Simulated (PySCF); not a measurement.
# C₂H₈GeO₂: NMR shifts at several levels of theory, part 2 of 2

PySCF 2.14.0. Atoms count from 0. The steps go on from the part before.

## 9. Nuclear shieldings: KT3/pcSseg-1

What the job is given:

```
{"job": {"kind": "nmr", "xc": "KT3", "basis": "pcSseg-1", "pop": false}, "charge": 0, "multiplicity": 1}
C     -1.910197     0.680581    -0.906256
O     -1.176926    -0.503723    -1.060480
Ge    -0.195616    -1.127918     0.280332
O      1.102222     0.027175     0.642431
C      2.085337     0.308162    -0.316607
H     -1.258615     1.565624    -0.785131
H     -2.524750     0.831979    -1.807666
H     -2.594338     0.646528    -0.036002
H     -1.016965    -1.189088     1.574927
H      0.378005    -2.446592    -0.254656
H      2.806815     1.016982     0.119438
H      2.646562    -0.595359    -0.624430
H      1.664021     0.768642    -1.229211
```

Level: GIAO KT3/pcSseg-1 NMR shielding, non-relativistic, gas phase.

Output:

```text
coarse grid: 47912 points
cycle   1  E = -2319.2340478169  dE = -1.959e-01  |g| = 1.249e+00  |ddm| = 3.171e+00
cycle   2  E = -2317.7504977172  dE =  1.484e+00  |g| = 2.870e+00  |ddm| = 4.460e+00
cycle   3  E = -2319.4802910164  dE = -1.730e+00  |g| = 2.224e-01  |ddm| = 3.998e+00
cycle   4  E = -2319.4906576360  dE = -1.037e-02  |g| = 1.235e-01  |ddm| = 3.145e-01
cycle   5  E = -2319.4925688979  dE = -1.911e-03  |g| = 3.062e-02  |ddm| = 8.738e-02
cycle   6  E = -2319.4927234964  dE = -1.546e-04  |g| = 5.368e-03  |ddm| = 2.865e-02
cycle   7  E = -2319.4927283137  dE = -4.817e-06  |g| = 2.076e-03  |ddm| = 4.620e-03
final grid: 100848 points
cycle   8  E = -2319.4927049220  dE =  1.068e-06  |g| = 2.955e-03  |ddm| = 4.544e-03
cycle   9  E = -2319.4927016219  dE =  3.300e-06  |g| = 4.751e-03  |ddm| = 6.424e-03
cycle  10  E = -2319.4927069413  dE = -5.319e-06  |g| = 8.811e-04  |ddm| = 4.253e-03
cycle  11  E = -2319.4927070805  dE = -1.391e-07  |g| = 8.361e-05  |ddm| = 6.289e-04
cycle  12  E = -2319.4927070814  dE = -9.932e-10  |g| = 2.591e-05  |ddm| = 7.128e-05
converged SCF energy = -2319.4927070814

GIAO shielding tensors (ppm)
atom      isotropic    diamagn.    paramagn.     s11        s22        s33       span
  0 C      126.845     243.381    -116.537     97.223    102.466    180.845     83.622
  1 O      284.265     401.084    -116.819    211.442    309.229    332.124    120.682
  2 Ge    1326.382    2761.878   -1435.495   1263.806   1305.371   1409.970    146.165
  3 O      284.037     401.843    -117.807    210.475    309.206    332.429    121.954
  4 C      127.135     242.535    -115.400     97.267    103.160    180.979     83.712
  5 H       27.427      30.949      -3.522     22.622     25.609     34.049     11.428
  6 H       27.511      27.752      -0.241     23.587     24.903     34.042     10.455
  7 H       27.753      29.146      -1.393     23.983     25.020     34.256     10.273
  8 H       26.328      29.418      -3.090     20.153     21.684     37.146     16.993
  9 H       26.309      29.037      -2.728     20.140     21.643     37.144     17.003
 10 H       27.524      28.128      -0.603     23.618     24.919     34.036     10.419
 11 H       27.745      28.400      -0.655     23.919     25.027     34.290     10.371
 12 H       27.431      30.357      -2.926     22.585     25.668     34.041     11.456
```

Wall time 16 s (1 thread of Arm Neoverse V2, shared host); peak memory 0.92 GiB.

This run: δ C0 55.3, O1 44.9, Ge2 -6, H8 5.00, H5 3.75 ppm (means over like atoms).

## 10. Nuclear shieldings: B97-D/pcSseg-1

Settings changed since step 9:

```diff
@@ -1,2 +1,2 @@
-{"job": {"kind": "nmr", "xc": "KT3", "basis": "pcSseg-1", "pop": false}, "charge": 0, "multiplicity": 1}
+{"job": {"kind": "nmr", "xc": "B97-D", "basis": "pcSseg-1", "pop": false}, "charge": 0, "multiplicity": 1}
 C     -1.910197     0.680581    -0.906256
```

Method: GIAO B97-D/pcSseg-1 NMR shielding, non-relativistic, gas phase.

Output:

```text
coarse grid: 47912 points
cycle   1  E = -2308.8903448452  dE = -2.095e-01  |g| = 1.349e+00  |ddm| = 3.195e+00
cycle   2  E = -2307.4077058654  dE =  1.483e+00  |g| = 2.972e+00  |ddm| = 4.172e+00
cycle   3  E = -2309.1261856404  dE = -1.718e+00  |g| = 3.424e-01  |ddm| = 3.747e+00
cycle   4  E = -2309.1475026025  dE = -2.132e-02  |g| = 1.638e-01  |ddm| = 3.752e-01
cycle   5  E = -2309.1502944404  dE = -2.792e-03  |g| = 3.493e-02  |ddm| = 1.112e-01
cycle   6  E = -2309.1505298099  dE = -2.354e-04  |g| = 8.116e-03  |ddm| = 3.765e-02
cycle   7  E = -2309.1505415831  dE = -1.177e-05  |g| = 2.755e-03  |ddm| = 6.283e-03
cycle   8  E = -2309.1505434243  dE = -1.841e-06  |g| = 4.715e-04  |ddm| = 2.611e-03
final grid: 100848 points
cycle   9  E = -2309.1505689599  dE = -1.566e-08  |g| = 8.897e-04  |ddm| = 1.985e-03
cycle  10  E = -2309.1505682748  dE =  6.851e-07  |g| = 2.115e-03  |ddm| = 2.248e-03
cycle  11  E = -2309.1505691103  dE = -8.355e-07  |g| = 1.649e-04  |ddm| = 1.573e-03
cycle  12  E = -2309.1505691163  dE = -6.008e-09  |g| = 3.408e-05  |ddm| = 1.689e-04
cycle  13  E = -2309.1505691164  dE = -1.355e-10  |g| = 5.456e-06  |ddm| = 2.145e-05
converged SCF energy = -2309.1505691164

GIAO shielding tensors (ppm)
atom      isotropic    diamagn.    paramagn.     s11        s22        s33       span
  0 C      122.431     243.084    -120.653     92.283     97.854    177.158     84.875
  1 O      283.918     401.184    -117.266    208.675    310.295    332.783    124.107
  2 Ge    1264.210    2759.882   -1495.672   1198.357   1244.477   1349.796    151.440
  3 O      283.671     401.870    -118.200    207.657    310.198    333.157    125.500
  4 C      122.736     242.175    -119.440     92.365     98.533    177.309     84.944
  5 H       27.459      30.901      -3.442     22.671     25.612     34.094     11.422
  6 H       27.515      27.731      -0.216     23.575     24.932     34.040     10.465
  7 H       27.772      29.175      -1.403     24.009     25.023     34.285     10.276
  8 H       26.171      29.333      -3.162     19.936     21.536     37.042     17.106
  9 H       26.152      28.962      -2.810     19.922     21.493     37.040     17.118
 10 H       27.529      28.064      -0.535     23.606     24.947     34.034     10.427
 11 H       27.764      28.439      -0.675     23.942     25.033     34.318     10.376
 12 H       27.463      30.317      -2.853     22.634     25.671     34.085     11.451
```

It took 17 s on 1 thread of Arm Neoverse V2, shared host; peak memory 0.92 GiB.

This run: δ C0 56.6, O1 46.6, Ge2 -6, H8 5.25, H5 3.83 ppm (means over like atoms).

## 11. Shielding tensors: B3LYP/pcSseg-1

Settings changed since step 10:

```diff
@@ -1,2 +1,2 @@
-{"job": {"kind": "nmr", "xc": "B97-D", "basis": "pcSseg-1", "pop": false}, "charge": 0, "multiplicity": 1}
+{"job": {"kind": "nmr", "xc": "B3LYP", "basis": "pcSseg-1", "pop": false}, "charge": 0, "multiplicity": 1}
 C     -1.910197     0.680581    -0.906256
```

Level: GIAO B3LYP/pcSseg-1 NMR shielding, non-relativistic, gas phase.

Output:

```text
coarse grid: 47912 points
cycle   1  E = -2308.0766347257  dE = -2.261e-01  |g| = 1.365e+00  |ddm| = 3.169e+00
cycle   2  E = -2307.4988082299  dE =  5.778e-01  |g| = 2.213e+00  |ddm| = 2.494e+00
cycle   3  E = -2308.2926502649  dE = -7.938e-01  |g| = 2.804e-01  |ddm| = 1.953e+00
cycle   4  E = -2308.3053459374  dE = -1.270e-02  |g| = 9.006e-02  |ddm| = 2.110e-01
cycle   5  E = -2308.3060920258  dE = -7.461e-04  |g| = 1.384e-02  |ddm| = 5.884e-02
cycle   6  E = -2308.3061234095  dE = -3.138e-05  |g| = 3.313e-03  |ddm| = 1.388e-02
cycle   7  E = -2308.3061256422  dE = -2.233e-06  |g| = 9.026e-04  |ddm| = 2.585e-03
final grid: 100848 points
cycle   8  E = -2308.3061012388  dE =  6.820e-09  |g| = 1.047e-03  |ddm| = 1.973e-03
cycle   9  E = -2308.3061011063  dE =  1.325e-07  |g| = 1.285e-03  |ddm| = 1.703e-03
cycle  10  E = -2308.3061015053  dE = -3.990e-07  |g| = 1.208e-04  |ddm| = 9.676e-04
cycle  11  E = -2308.3061015077  dE = -2.308e-09  |g| = 1.887e-05  |ddm| = 8.123e-05
cycle  12  E = -2308.3061015077  dE = -5.639e-11  |g| = 6.059e-06  |ddm| = 1.837e-05
converged SCF energy = -2308.3061015077

GIAO shielding tensors (ppm)
atom      isotropic    diamagn.    paramagn.     s11        s22        s33       span
  0 C      123.059     242.330    -119.271     92.829     98.511    177.837     85.008
  1 O      297.781     401.592    -103.811    224.771    322.384    346.187    121.417
  2 Ge    1291.814    2757.206   -1465.392   1238.023   1266.030   1371.389    133.366
  3 O      297.567     402.108    -104.541    223.792    322.227    346.682    122.890
  4 C      123.357     241.412    -118.056     92.941     99.148    177.981     85.040
  5 H       27.547      30.681      -3.134     22.715     25.763     34.163     11.448
  6 H       27.515      27.723      -0.208     23.431     24.953     34.162     10.732
  7 H       27.862      29.103      -1.241     24.019     25.159     34.407     10.388
  8 H       26.322      29.216      -2.894     20.067     21.573     37.326     17.259
  9 H       26.305      28.877      -2.571     20.053     21.536     37.327     17.274
 10 H       27.527      27.996      -0.468     23.461     24.965     34.156     10.695
 11 H       27.851      28.415      -0.564     23.955     25.158     34.440     10.485
 12 H       27.554      30.126      -2.572     22.677     25.832     34.152     11.475
```

It took 12 s on 1 thread of Arm Neoverse V2, shared host; peak memory 0.79 GiB.

This run: δ C0 56.0, O1 36.4, Ge2 0, H8 5.07, H5 3.74 ppm (means over like atoms).

## 12. Side by side: NMR shifts

Shifts (ppm), means over like atoms, with basis size and wall time:

| run | C0 | H8 | H5 | O1 | Ge2 | functions | time |
| --- | --- | --- | --- | --- | --- | --- | --- |
| HF/pcSseg-1 | 49.5 | 4.50 | 3.43 | -15.8 | -22 | 149 | 6.1 s |
| LDA/pcSseg-1 | 57.9 | 5.65 | 3.93 | 55.1 | 41 | 149 | 14 s |
| PBE/pcSseg-1 | 57.0 | 5.31 | 3.84 | 49.6 | 14 | 149 | 17 s |
| BLYP/pcSseg-1 | 57.8 | 5.26 | 3.86 | 54.7 | -4 | 149 | 17 s |
| BP86/pcSseg-1 | 57.4 | 5.36 | 3.85 | 48.1 | 13 | 149 | 17 s |
| OPBE/pcSseg-1 | 54.8 | 5.15 | 3.74 | 40.3 | 9 | 149 | 17 s |
| KT2/pcSseg-1 | 56.4 | 5.27 | 3.83 | 47.2 | 15 | 149 | 17 s |
| KT3/pcSseg-1 | 55.3 | 5.00 | 3.75 | 44.9 | -6 | 149 | 16 s |
| B97-D/pcSseg-1 | 56.6 | 5.25 | 3.83 | 46.6 | -6 | 149 | 17 s |
| B3LYP/pcSseg-1 | 56.0 | 5.07 | 3.74 | 36.4 | 0 | 149 | 12 s |

## 13. Summary of results

What follows sums up all 2 parts.

| quantity | value |
| --- | --- |
| ¹³C shifts against TMS (HF/pcSseg-1, means over atoms taken as alike) | 49.5 ppm |
| ¹H shifts against TMS (HF/pcSseg-1, means over atoms taken as alike) | 4.50, 3.43 ppm |
| ¹⁷O shifts against H2O (HF/pcSseg-1, means over atoms taken as alike) | -15.8 ppm |
| ⁷³Ge shifts against GeMe4 (HF/pcSseg-1) | -22 ppm |
| range of the shift of O1 | -15.8 to 55.1 ppm |

What this shows: Single values in the summary come from the first run of each kind that ended normally (HF/pcSseg-1), which need not be the best level. At HF/pcSseg-1: The widest tensor belongs to O1, O3: span 97 ppm, with a paramagnetic part of -55 ppm. In ppm, O1 (with its like atoms) moves most: its shift spreads over 70.8 ppm, from -15.8 (HF/pcSseg-1) to 55.1 (LDA/pcSseg-1). Spin-orbit coupling is left out, which matters for shieldings and couplings at and beside the heavy atoms.
